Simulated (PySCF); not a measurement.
# C3H7ClSi2: the cost of one run

Computed with PySCF 2.14.0, with density-fitted response routines of our own, on a single molecule in the gas phase. Atoms are numbered from 0 throughout.

**1. The molecule as given**

13 atoms, charge 0, multiplicity 1; geometry from: GFN2-xTB.

Bonds of the start (Å): Cl0–C1 1.81, C1–C2 1.49, C2–C3 1.33, C3–Si4 1.89, Si4–Si5 2.31, Si5–C1 1.93, C1–H6 1.09, C2–H7 1.09, C3–H8 1.08, Si4–H9 1.47, Si4–H10 1.47, Si5–H11 1.47, Si5–H12 1.46.

**2. TDDFT and polarisability: B3LYP/def2-SVPD**

Job settings and geometry (Å):

```
{"job": {"kind": "uv", "xc": "B3LYP", "basis": "def2-SVPD", "nstates": 8, "ntriplets": 3}, "charge": 0, "multiplicity": 1}
Cl    -1.783880     0.795850     1.855843
C     -1.307279     0.349041     0.164244
C     -0.893366    -1.082483     0.204816
C      0.370297    -1.477599     0.082737
Si     1.709091    -0.181435    -0.225696
Si     0.137577     1.502580    -0.405925
H     -2.226343     0.464926    -0.412128
H     -1.691110    -1.794295     0.391282
H      0.597804    -2.531822     0.155842
H      2.657511    -0.147736     0.893381
H      2.473029    -0.536879    -1.427878
H     -0.205702     1.963816    -1.758700
H      0.157982     2.676522     0.464454
```

Level: TDDFT B3LYP/def2-SVPD, vertical, gas phase, core orbitals frozen in the response.

The run is started by

```sh
$ OMP_NUM_THREADS=1 python probes_run.py task.json out
```

The driver reads the jobs from task.json and runs them one after another.

Q: Estimate the wall time and peak memory of this job on 1 thread of Arm Neoverse V1, shared host.

About 40 s, with a peak of 0.78 GiB.
